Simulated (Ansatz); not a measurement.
# BF3 (boron trifluoride) at 6 levels

We compute a comparison of 6 runs (UHF/STO-3G, UB3LYP/STO-3G, UPBE/STO-3G, UPBE0/STO-3G, r2SCAN/STO-3G, CCSD(T)/STO-3G) of BF3 (boron trifluoride). 

Program for the calculation: Ansatz 0.2.0.

43 further runs of the same task are left out: 4 that didn't finish, 39 set aside as unsound or not needed.

**1. The molecule**

BF3: 4 atoms, total charge 0, spin state singlet. SMILES: `FB(F)F`. The B2–F1 distance was set to 3.278 Å, away from the relaxed value. At this shape a bond of the SMILES string is far longer than usual.

Bond lengths: B2–F3 1.311 Å, B2–F4 1.311 Å. Angles: F3–B2–F4 120.0°.

**2. The energy at UHF/STO-3G (run 1)**

File molecule.yaml:

```yaml
crystal:
  periodic: [false, false, false]
  atoms:
    - {symbol: F, position_ang: [1.359663, 0.526857, 2.935725]}
    - {symbol: B, position_ang: [0.000020, -0.000000, 0.000010]}
    - {symbol: F, position_ang: [-0.265170, -1.223510, -0.389620]}
    - {symbol: F, position_ang: [-0.278730, 1.012770, -0.784660]}
basis:
  gaussian: {orbitals: STO-3G}
magnetization: {spin_polarized: true, initial_magnetization: 0}
hamiltonian: {xc: hf}
accuracy: high
```

On the command line:

```
ansatz run molecule.yaml --threads 1 --pin off --max-ram 3480MiB --events-out events.jsonl --progress --plain --runs-dir runs
```

Log:

```text
Warning: RAYON_NUM_THREADS=1 ignored (pool sized by the plan → 1); use --threads N
Functional definition: HF
  name "HF"
  exchange = exact_x
  correlation = 0
329 factors; integrals over basis functions are off by at most 3.2e-8 eV
mean field evaluation 1: about -8650.3648 eV, gradient 2.0e1 eV
mean field evaluation 2: about -8650.3954 eV, gradient 2.0e1 eV
mean field evaluation 4: about -8652.7063 eV, gradient 8.3e0 eV
mean field evaluation 8: about -8653.0388 eV, gradient 5.4e0 eV
mean field evaluation 16: about -8658.6515 eV, gradient 1.9e-2 eV
mean field evaluation 32: about -8653.7525 eV, gradient 6.5e0 eV
mean field evaluation 64: about -8665.8760 eV, gradient 1.1e-2 eV
mean field evaluation 96: about -8665.8727 eV, gradient 1.2e-2 eV
mean field evaluation 128: about -8665.8739 eV, gradient 4.1e-2 eV
mean field evaluation 160: about -8656.8901 eV, gradient 4.5e0 eV
mean field evaluation 192: about -8658.5813 eV, gradient 4.3e-2 eV
mean field -8665.88143206 eV, -318.4652686828 hartree, gradient 3.0e-8 eV, S^2 1.001846; 6 other end points of the search recorded, 0 dependent functions left out
reference -8665.88143206 eV, -318.4652686828 hartree; 16, 16 occupied and 4, 4 virtual orbitals, 329 factors
Total energy: -8665.88143206 eV, -318.4652686828 hartree
```

Run time: 0.38 s. Hardware: 1 thread of Arm Neoverse V1, shared host.

**3. The energy at UB3LYP/STO-3G (run 2)**

File job.yaml:

```yaml
crystal:
  periodic: [false, false, false]
  atoms:
    - symbol: F
      position_ang: [1.359663, 0.526857, 2.935725]
    - symbol: B
      position_ang: [0.000020, -0.000000, 0.000010]
    - symbol: F
      position_ang: [-0.265170, -1.223510, -0.389620]
    - symbol: F
      position_ang: [-0.278730, 1.012770, -0.784660]
basis:
  gaussian: {orbitals: STO-3G}
accuracy: high
hamiltonian: {xc: {name: B3LYP}}
magnetization: {spin_polarized: true}
```

On the command line:

```
ansatz run job.yaml --threads 1 --pin off --max-ram 3480MiB --events-out events.jsonl --progress --plain --runs-dir runs
```

Log:

```text
Warning: RAYON_NUM_THREADS=1 ignored (pool sized by the plan → 1); use --threads N
Functional definition: B3LYP
  name "B3LYP"
  parameter a0 = 0.2
  parameter ax = 0.72
  parameter ac = 0.81
  exchange = (1 - a0 - ax)*slater_x + ax*b88_x + a0*exact_x
  correlation = (1 - ac)*vwn_rpa_c + ac*lyp_c
329 factors; integrals over basis functions are off by at most 3.2e-8 eV
mean field evaluation 1: about -8684.9102 eV, gradient 1.0e1 eV
mean field evaluation 2: about -8290.6972 eV, gradient 1.6e1 eV
mean field evaluation 4: about -8685.2577 eV, gradient 4.5e0 eV
mean field evaluation 8: about -8685.2577 eV, gradient 4.5e0 eV
mean field evaluation 16: about -8694.8915 eV, gradient 3.8e-4 eV
mean field evaluation 32: about -8685.3805 eV, gradient 6.3e0 eV
mean field -8696.87259940 eV, -319.6041730761 hartree, gradient 6.5e-8 eV, S^2 0.971252; 6 other end points of the search recorded, 0 dependent functions left out
reference -8696.87261973 eV, -319.6041738231 hartree; 16, 16 occupied and 4, 4 virtual orbitals, 329 factors
Total energy: -8696.87261973 eV, -319.6041738231 hartree
```

Run time: 6.9 s. Hardware: 1 thread of Arm Neoverse V1, shared host; peak memory 0.12 GiB.

Run 3 isn't shown in full; the table further down has it.

**4. The energy at UPBE0/STO-3G (run 4)**

File molecule.yaml:

```yaml
crystal:
  periodic: [false, false, false]
  atoms:
    - symbol: F
      position_ang: [1.359663, 0.526857, 2.935725]
    - symbol: B
      position_ang: [0.000020, -0.000000, 0.000010]
    - symbol: F
      position_ang: [-0.265170, -1.223510, -0.389620]
    - symbol: F
      position_ang: [-0.278730, 1.012770, -0.784660]
basis:
  gaussian: {orbitals: STO-3G}
magnetization: {spin_polarized: true}
hamiltonian: {xc: {name: PBE0}}
accuracy: high
```

On the command line:

```
ansatz run molecule.yaml --threads 1 --pin off --max-ram 3480MiB --events-out events.jsonl --progress --plain --runs-dir runs
```

Log:

```text
Warning: RAYON_NUM_THREADS=1 ignored (pool sized by the plan → 1); use --threads N
Functional definition: PBE0
  name "PBE0"
  parameter a = 0.25
  parameter kappa = 0.804
  parameter beta = 0.06672455060314922
  exchange = (1 - a)*pbe_x(kappa = kappa, mu = beta*pi^2/3) + a*exact_x
  correlation = pbe_c(beta = beta)
329 factors; integrals over basis functions are off by at most 3.2e-8 eV
mean field evaluation 1: about -8678.0066 eV, gradient 1.1e1 eV
mean field evaluation 2: about -8284.5410 eV, gradient 1.7e1 eV
mean field evaluation 4: about -8678.5164 eV, gradient 4.5e0 eV
mean field evaluation 8: about -8678.8560 eV, gradient 6.8e0 eV
mean field evaluation 16: about -8687.8315 eV, gradient 7.2e-2 eV
mean field evaluation 32: about -8690.1883 eV, gradient 4.8e-7 eV
mean field evaluation 64: about -8690.1684 eV, gradient 1.6e-1 eV
mean field -8690.18833042 eV, -319.3585307215 hartree, gradient 3.4e-8 eV, S^2 0.983773; 6 other end points of the search recorded, 0 dependent functions left out
reference -8690.18833137 eV, -319.3585307565 hartree; 16, 16 occupied and 4, 4 virtual orbitals, 329 factors
Total energy: -8690.18833137 eV, -319.3585307565 hartree
```

Run time: 6.3 s. Hardware: 1 thread of Arm Neoverse V1, shared host; peak memory 0.12 GiB.

Run 5 isn't shown in full; the table further down has it.

**5. The energy at CCSD(T)/STO-3G (run 6)**

File in.yaml:

```yaml
basis:
  gaussian:
    orbitals: STO-3G
crystal:
  periodic: [false, false, false]
  atoms:
    - {symbol: F, position_ang: [1.359663, 0.526857, 2.935725]}
    - {symbol: B, position_ang: [0.000020, -0.000000, 0.000010]}
    - {symbol: F, position_ang: [-0.265170, -1.223510, -0.389620]}
    - {symbol: F, position_ang: [-0.278730, 1.012770, -0.784660]}
correlation:
  method: ccsd_t
  frozen_orbitals: {B: 1, F: 1}
total_charge: 0
accuracy: high
scf:
  omitted_lower_state_checks: [cluster_reference, increment]
magnetization:
  spin_polarized: false
```

On the command line:

```
ansatz run in.yaml --threads 1 --pin off --max-ram 3480MiB --events-out events.jsonl --progress --plain --runs-dir runs
```

Log:

```text
Warning: RAYON_NUM_THREADS=1 ignored (pool sized by the plan → 1); use --threads N
[... 14 lines left out ...]
4 core orbitals not correlated: weight in the atoms' cores, before any rotation towards them, 1.000 or more for the frozen orbitals, at most 0.000 for the correlated occupied ones
[... 41 lines left out ...]
WARN: these amplitudes may be one of several solutions (largest doubles amplitude 0.91, level shift 17.59 eV)
Total energy: -8668.57024627 eV, -318.5640807823 hartree
Checks for a lower state left out: cluster_reference, increment
```

Wall time 0.3 s (1 thread of Arm Neoverse V1, shared host).

**6. All runs side by side**

| run | level | frozen core orbitals | energy (Eh) | ⟨S²⟩ | wall time |
| --- | --- | --- | --- | --- | --- |
| 1 | UHF/STO-3G | – | -318.465269 | 1.002 | 0.38 s |
| 2 | UB3LYP/STO-3G | – | -319.604174 | 0.971 | 6.9 s |
| 3 | UPBE/STO-3G | – | -319.290890 | 0.895 | 5.7 s |
| 4 | UPBE0/STO-3G | – | -319.358531 | 0.984 | 6.3 s |
| 5 | r2SCAN/STO-3G | – | -319.483477 | – | 3 s |
| 6 | CCSD(T)/STO-3G | 4 | -318.564081 | – | 0.3 s |

**7. Outcome**

| quantity | value |
| --- | --- |
| run 6: total energy | -318.56408 Eh |
| run 6: correlation energy (4 core orbitals frozen) | -364.5 mEh |
| run 6: (T) correction | -26.95 mEh |
| run 6: T1 diagnostic | 0.040 |

Totals of different functionals can't be ranked against each other. In run 6 the T1 diagnostic is large, so a single reference may not serve. In run 6 the log says that unrestricted orbitals would lower the reference, so the values rest on an unstable closed-shell determinant (other closed-shell runs at this shape may share the fault). In runs 1, 2, 3, 4, 5, 6 the basis is minimal, so the values are rough. Spin contamination of the reference: run 1 ⟨S²⟩ = 1.00, run 4 ⟨S²⟩ = 0.98, run 2 ⟨S²⟩ = 0.97, run 3 ⟨S²⟩ = 0.89. Where it is this large, the reference is a mixture of spin states, and values that rest on it are in doubt. All runs together took 23 s, the longest 6.9 s.
